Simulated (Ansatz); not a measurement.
Working through a check of PAW against all-electron LAPW of In, space group Im-3m

With the Python package of Ansatz (0.2.0).

Run as a notebook:

**Cell 1**
```python
from dataclasses import dataclass

import ansatz as az
import numpy as np
```

**Cell 2**
```python
@dataclass
class RunConfig:
    k_spacing: float = 0.32
    sigma: float = 0.05
```

**Cell 3**
```python
opts = RunConfig()
```

**Cell 4**
```python
def count_gap(report):
    # lowest empty less highest filled band, counting bands; zero where they overlap
    return max(report.get("gap_by_band_count_ev") or 0.0, 0.0)
```

**Cell 5**
```python
system = (
    az.Lattice.bcc(3.76505048)
    .space_group(229)
    .atom("In", [0.0, 0.0, 0.0])
    .primitive()
)
```

**Cell 6**
```python
system.resolved().sites[-1]
```
Output:
```text
Site(symbol='In', position=(0.0, 0.0, 0.0), moment=None, axis=None, held=None, saved=None)
```

**Cell 7**
```python
base = (
    system.calculation()
    .functional(az.Functional.LDA)
    .kpoints(spacing=opts.k_spacing)
    .occupations(az.OccupationsMethod.FERMI_DIRAC, width=opts.sigma)
    .stress()
    .forces()
    .band_table()
)
variants = {
    "PAW": base.pseudopotentials("paw"),
    "LAPW": base.pseudopotentials("all_electron", lapw=True),
}
# totals differ by the cores that each treatment holds, so compare what does not depend on them
rows = []
for label, variant in variants.items():
    summary = variant.run(threads=1, backend="cpu").report
    levels = np.array(summary["eigenvalues_ev"][0]) - summary["fermi_energy_ev"]
    print(label, "levels at the first k-point near E_F:", np.round(levels[np.abs(levels) < 5], 3))
    rows.append((label, summary["n_electrons"], np.trace(summary["stress_gpa"]) / 3, count_gap(summary)))
print("     treatment  electrons in bands           P GPa  gap by band count eV")
for row in rows:
    print(f"{str(row[0]):>14s}  {row[1]:18.1f}  {row[2]:14.3f}  {row[3]:20.3f}")
```
Output:
```text
DeckWarning: basis.ecutwfc = 420 eV, auto-derived from the records' recommended cutoffs: set by In (normal level)
PAW levels at the first k-point near E_F: []
LAPW levels at the first k-point near E_F: []
     treatment  electrons in bands           P GPa  gap by band count eV
           PAW                13.0          -2.720                 0.000
          LAPW                21.0          -2.711                 0.000
```

PAW gives -2.720 GPa and LAPW -2.711 GPa, 0.009 GPa apart. They took 0.5 and 2.3 s of processor time.

The computed bands are complete only to about 5.3 eV above the Fermi level. For a metal this k-point mesh is coarse: on a finer one energies can move by several to tens of meV an atom and pressures by half a GPa or more, differences at one mesh by less. A gap by band count of zero or less means overlapping bands, a metal, and at an odd count of electrons it is no gap at all. This isn't the structure that In takes at ambient conditions. Gaps and levels are Kohn-Sham values on a finite set of k-points, without spin-orbit coupling. Warnings are shown shortened and without file and line. Pressure is positive in compression; the treatments may keep other shells as core, so totals and counts of electrons can differ. Timing: 3.5 s on 1 thread of Arm Neoverse V2 (shared host), peak memory 0.38 GiB.

(A comment or docstring line of the script was reworded after the run, the code is as it ran; lines on the test bed's own set-up are left out of the output.)
